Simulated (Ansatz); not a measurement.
**CH4Cl2OZr: how energies converge with the basis set**

One table from this session's results is given with a row withheld; the runs are named, their logs left out.

Program: Ansatz 0.2.0, Gaussian basis. Level of theory: one geometry, several basis sets. These are calculated values, not measurements.

The runs, in order: PBE0-D4/def2-SVP; ωB97M-V/def2-SVP; PBE0-D4/def2-QZVPP; ωB97M-V/def2-QZVPP; the functionals' def2-TZVPP values are taken from earlier runs.

### Structure used throughout

The geometry comes from an earlier relaxation with PBE0-D4 in a triple-zeta def2 set; it is a stationary point, not always the lowest conformer. Zr takes the def2 core potential; no spin-orbit term is included.

SMILES `[CH3][Zr]([OH])([Cl])[Cl]`, 9 atoms, charge 0, spin multiplicity 1.

Atoms are counted from 1 here; the program's logs count them from 0.

Bond lengths: C1–Zr2 2.194 Å, C1–H6 1.096 Å, C1–H7 1.096 Å, C1–H8 1.096 Å, Zr2–O3 1.890 Å, Zr2–Cl4 2.351 Å, Zr2–Cl5 2.351 Å, O3–H9 0.954 Å. Angles: Zr2–C1–H6 111.0°, Zr2–C1–H7 111.0°, Zr2–C1–H8 110.2°, H6–C1–H7 108.1°, H6–C1–H8 108.3°, H7–C1–H8 108.3°, C1–Zr2–O3 104.7°, C1–Zr2–Cl4 106.3°, C1–Zr2–Cl5 106.3°, O3–Zr2–Cl4 112.5°, O3–Zr2–Cl5 112.5°, Cl4–Zr2–Cl5 113.7°, Zr2–O3–H9 169.1°.

Set-up of the first run:

in.yaml reads:

```yaml
crystal:
  periodic: [false, false, false]
  atoms:
    - {symbol: C, position_ang: [-1.385423, -0.156354, 0.219845]}
    - {symbol: Zr, position_ang: [0.656776, 0.277925, -0.453652]}
    - {symbol: O, position_ang: [1.769684, -0.474846, 0.875953]}
    - {symbol: Cl, position_ang: [0.900898, -0.780086, -2.538401]}
    - {symbol: Cl, position_ang: [0.831945, 2.619710, -0.555800]}
    - {symbol: H, position_ang: [-1.578934, 0.292973, 1.200110]}
    - {symbol: H, position_ang: [-1.549726, -1.236488, 0.301175]}
    - {symbol: H, position_ang: [-2.112590, 0.248794, -0.493204]}
    - {symbol: H, position_ang: [2.467369, -0.791626, 1.443974]}
basis:
  gaussian: {orbitals: def2-SVP}
hamiltonian: {xc: pbe0, dispersion: d4}
output: {orbitals: {seedname: orbitals}}
```

Run with:

```
ansatz run in.yaml --threads 4 --pin off --events-out ev --progress --plain --max-ram 10444MiB
```

Among the steps run: PBE0-D4 in def2-SVP; ωB97M-V in def2-SVP; PBE0-D4 in def2-QZVPP; ωB97M-V in def2-QZVPP.

One of the session's tables, all rows but one given; the rest of the session is left out.

It belongs to the step «Density functionals: the series». 

| functional | basis | HOMO (eV) |
| --- | --- | --- |
| PBE0-D4 | def2-SVP | -8.07 |
| PBE0-D4 | def2-TZVPP | -8.10 |
| PBE0-D4 | def2-QZVPP | ? |
| ωB97M-V | def2-SVP | -10.34 |
| ωB97M-V | def2-TZVPP | -10.39 |
| ωB97M-V | def2-QZVPP | -10.40 |

**Question.** Estimate the row for PBE0-D4, def2-QZVPP.

As computed: HOMO (eV): -8.11. In the column «HOMO (eV)» it lies between ωB97M-V, def2-SVP (-10.34) and PBE0-D4, def2-TZVPP (-8.10).
